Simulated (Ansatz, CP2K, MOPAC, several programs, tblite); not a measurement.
Energy against volume for Si₃C, ordered on the diamond lattice (P-4m2) with 4 atoms a cell, at fixed shape and fractional coordinates, computed by several methods (PBE and r2SCAN, where shown, with plane waves in Ansatz); the cell shown is that of r2SCAN. With free coordinates or axes held, a curve is too stiff, and on another method's shape its minimum isn't the method's own volume. The symmetry is P-4m2 (No. 115, tetragonal); a = 3.432 Å, c = 5.000 Å in the conventional setting, 14.72 Å³ an atom. Around C lie 4 Si at 1.99 Å; around Si lie 2 C at 1.99 Å and 2 Si at 2.27 Å; around Si lie 4 Si at 2.27 Å. Note: simulated data, non-magnetic, for a generated structure that need not be the stable one. Energies count from each curve's lowest point; fits are third-order Birch-Murnaghan.

```cif
data_structure
_symmetry_space_group_name_H-M 'P-4m2'
_symmetry_Int_Tables_number 115
_cell_length_a 3.4318
_cell_length_b 3.4318
_cell_length_c 5.0004
_cell_angle_alpha 90.000
_cell_angle_beta 90.000
_cell_angle_gamma 90.000
_cell_volume 58.89
loop_
_atom_site_label
_atom_site_type_symbol
_atom_site_symmetry_multiplicity
_atom_site_Wyckoff_symbol
_atom_site_fract_x
_atom_site_fract_y
_atom_site_fract_z
_atom_site_occupancy
C1 C 1 a 0.00000 0.00000 0.00000 1
Si1 Si 2 g 0.00000 0.50000 0.20320 1
Si2 Si 1 c 0.50000 0.50000 0.50000 1
```

Q: PBE/DZVP (CP2K), on the shape of its own relaxed cell, gives
```
V (Å³/atom)  E (meV/atom)
     13.997         24.09
     14.444          5.67
     14.891          0.00
     15.337          5.26
     15.784         19.90
```
What equilibrium volume and bulk modulus follow?

A: V₀ = 14.89 Å³ an atom and B₀ = 130 GPa.

Q: PBE, on the shape of its own relaxed cell, gives
```
V (Å³/atom)  E (meV/atom)
     13.997         24.11
     14.444          5.75
     14.891          0.00
     15.338          5.11
     15.784         19.50
```
What equilibrium volume and bulk modulus follow?

A: V₀ = 14.89 Å³ an atom and B₀ = 129 GPa.

GFN1-xTB (tblite), on the shape of the cell shown, as a cluster of 72 atoms at the zone centre:

| V (Å³/atom) | E (meV/atom) |
| --- | --- |
| 12.956 | 404.16 |
| 13.840 | 186.92 |
| 14.723 | 62.78 |
| 15.606 | 6.47 |
| 16.490 | 0.00 |

V₀ = 16.17 Å³ an atom and B₀ = 135 GPa. The lowest point lies at an end of the range, so the fit is barely bracketed.

non-self-consistent DFTB (CP2K), on the shape of the cell shown:
```tsv
V (Å³/atom)	E (meV/atom)
15.800	32.41
16.304	7.83
16.808	0.00
17.313	7.47
17.817	28.81
```
V₀ = 16.81 Å³ an atom and B₀ = 162 GPa.

Q: PM7 (MOPAC), on the shape of the cell shown, as a cluster of 72 atoms at the zone centre, gives

| V (Å³/atom) | E (meV/atom) |
| --- | --- |
| 12.956 | 100.92 |
| 13.840 | 0.89 |
| 14.723 | 0.00 |
| 15.606 | 74.58 |
| 16.490 | 205.60 |

What equilibrium volume and bulk modulus follow?

A: V₀ = 14.28 Å³ an atom and B₀ = 252 GPa.
